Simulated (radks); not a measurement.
**Si⁷⁺ in [He] 2s2 2p2 3s1: an all-electron calculation**

One table from this session's results is given with a row withheld; the runs are named, their logs left out.

Method: scalar-relativistic Kohn-Sham, r2SCAN, spin-polarised, spherical densities, finite nucleus; open shells are filled with parallel spins first. Code: radks (a radial shooting solver on a logarithmic mesh, Libxc functionals) version 1.

**What is computed**

```
element            : silicon (Z = 14)
charge             : +7
electrons          : 7
configuration      : [He] 2s2 2p2 3s1
nuclear rms radius : 3.1224 fm
```

The outer shells:

Si⁷⁺
```
[He] core
2s [↑↓]
2p [↑ ][↑ ][  ]
3s [↑ ]
```

The first run:

Settings of this run:

```text
Z 14
configuration [He] 2s2 2p2 3s1 3p0 4s0 3d0 4f0
relativity scalar-relativistic
functional r2scan,r2scan
spin polarised
nucleus finite rms 3.1224 fm
c 137.035999084
```

Launch:

```bash
python run_ks.py task.json out
```

The same process makes all the runs of this session.

One of the session's tables, all rows but one given; the rest of the session is left out.

It belongs to the step «Shells». Sizes of the orbitals, from the radial functions (bohr):

| level | <r> | outermost maximum (interpolated) | 90 % within | nodes |
| --- | --- | --- | --- | --- |
| 1s up | 0.1110 | 0.0726 | 0.198 | 0 |
| 1s down | 0.1105 | 0.0725 | 0.197 | 0 |
| 2s up | 0.5025 | 0.423 | 0.774 | 1 |
| 2s down | ? | ? | ? | ? |
| 2p up | 0.4485 | 0.349 | 0.729 | 0 |
| 2p down | 0.4589 | 0.356 | 0.748 | 0 |
| 3s up | 1.313 | 1.22 | 1.90 | 2 |
| 3p up | 1.311 | 1.21 | 1.93 | 1 |
| 3d up | 1.205 | 1.02 | 1.84 | 0 |
| 4s up | 2.471 | 2.45 | 3.53 | 3 |
| 4f up | 2.157 | 1.89 | 3.15 | 0 |

**Question.** Estimate the row for 2s down.

The run gave: <r>: 0.5112; outermost maximum (interpolated): 0.429; 90 % within: 0.789; nodes: 1. In the column «<r>» it lies between 2s up (0.5025) and 3d up (1.205).
